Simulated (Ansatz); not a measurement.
# C2H5B2F: geometry optimisation

The task: find the minimum of C2H5B2F nearest to the start.

Method: RKS B3LYP-D4/def2-SVPD; program: Ansatz 0.2.0.

### 1 The system as given

SMILES `CC1BB1F`, 10 atoms, charge 0, spin multiplicity 1.

Atoms are counted from 1 here; the program's logs count them from 0.

Bond lengths: C1–C2 1.517 Å, C1–H6 1.110 Å, C1–H7 1.104 Å, C1–H8 1.110 Å, C2–B3 1.499 Å, C2–B4 1.727 Å, C2–H9 1.125 Å, B3–B4 1.533 Å, B3–H10 1.197 Å, B4–F5 1.324 Å. Angles: C2–C1–H6 111.2°, C2–C1–H7 110.4°, C2–C1–H8 111.0°, H6–C1–H7 108.7°, H6–C1–H8 106.7°, H7–C1–H8 108.7°, C1–C2–B3 128.2°, C1–C2–B4 175.4°, C1–C2–H9 106.4°, B3–C2–B4 56.2°, B3–C2–H9 125.4°, B4–C2–H9 69.3°, C2–B3–B4 69.4°, C2–B3–H10 130.2°, B4–B3–H10 160.3°, C2–B4–B3 54.4°, C2–B4–F5 128.1°, B3–B4–F5 177.5°.

Coordinates:

```xyz
10
C2H5B2F
C    -0.8129   -1.0628    0.4319
C    -0.0225    0.1430   -0.0405
B     1.4656    0.2936   -0.1449
B     0.7603    1.5616   -0.6392
F     0.2026    2.6814   -1.0722
H    -1.4549   -0.8075    1.3002
H    -0.1302   -1.8791    0.7245
H    -1.4881   -1.4339   -0.3667
H    -0.7777    0.9353   -0.3002
H     2.3409   -0.4827    0.1100
```

### 2 Relaxation

Contents of input.yaml:

```yaml
crystal:
  periodic: [false, false, false]
  atoms:
    - { symbol: C, position_ang: [-0.812928, -1.062809, 0.431918] }
    - { symbol: C, position_ang: [-0.022489, 0.142981, -0.040491] }
    - { symbol: B, position_ang: [1.465568, 0.293635, -0.144916] }
    - { symbol: B, position_ang: [0.760348, 1.56156, -0.639153] }
    - { symbol: F, position_ang: [0.202578, 2.681351, -1.072152] }
    - { symbol: H, position_ang: [-1.454914, -0.807502, 1.300229] }
    - { symbol: H, position_ang: [-0.130222, -1.879062, 0.724473] }
    - { symbol: H, position_ang: [-1.48812, -1.433852, -0.366734] }
    - { symbol: H, position_ang: [-0.777661, 0.935265, -0.300225] }
    - { symbol: H, position_ang: [2.34094, -0.482666, 0.11005] }
basis:
  gaussian: { orbitals: def2-SVPD }
hamiltonian:
  xc: { name: B3LYP }
  dispersion: d4
output:
  forces: true
relax:
  f_tol: 0.003
  max_steps: 120
```

Started as:

```console
$ ansatz run input.yaml --threads 1 --pin off --max-ram 2560MiB --backend cpu --events-out ev --progress --plain --runs-dir out
```

Before running it: what results should come out? Wanted: energy gained; root mean square move; dipole moment.

The runs gave:

| quantity | value |
| --- | --- |
| energy gained | 0.0137 eV |
| root mean square move | 0.031 Å |
| dipole moment | 1.91 D |

In words: Bond lengths: C1–C2 1.517 Å, C1–H6 1.102 Å, C1–H7 1.096 Å, C1–H8 1.102 Å, C2–B3 1.490 Å, C2–B4 1.759 Å, C2–H9 1.111 Å, B3–B4 1.523 Å, B3–H10 1.188 Å, B4–F5 1.309 Å. Angles: C2–C1–H6 110.9°, C2–C1–H7 110.6°, C2–C1–H8 110.9°, H6–C1–H7 108.7°, H6–C1–H8 106.9°, H7–C1–H8 108.7°, C1–C2–B3 126.9°, C1–C2–B4 178.0°, C1–C2–H9 107.1°, B3–C2–B4 55.1°, B3–C2–H9 126.0°, B4–C2–H9 70.9°, C2–B3–B4 71.4°, C2–B3–H10 130.1°, B4–B3–H10 158.5°, C2–B4–B3 53.4°, C2–B4–F5 126.9°, B3–B4–F5 179.7°. No frequencies were computed here.
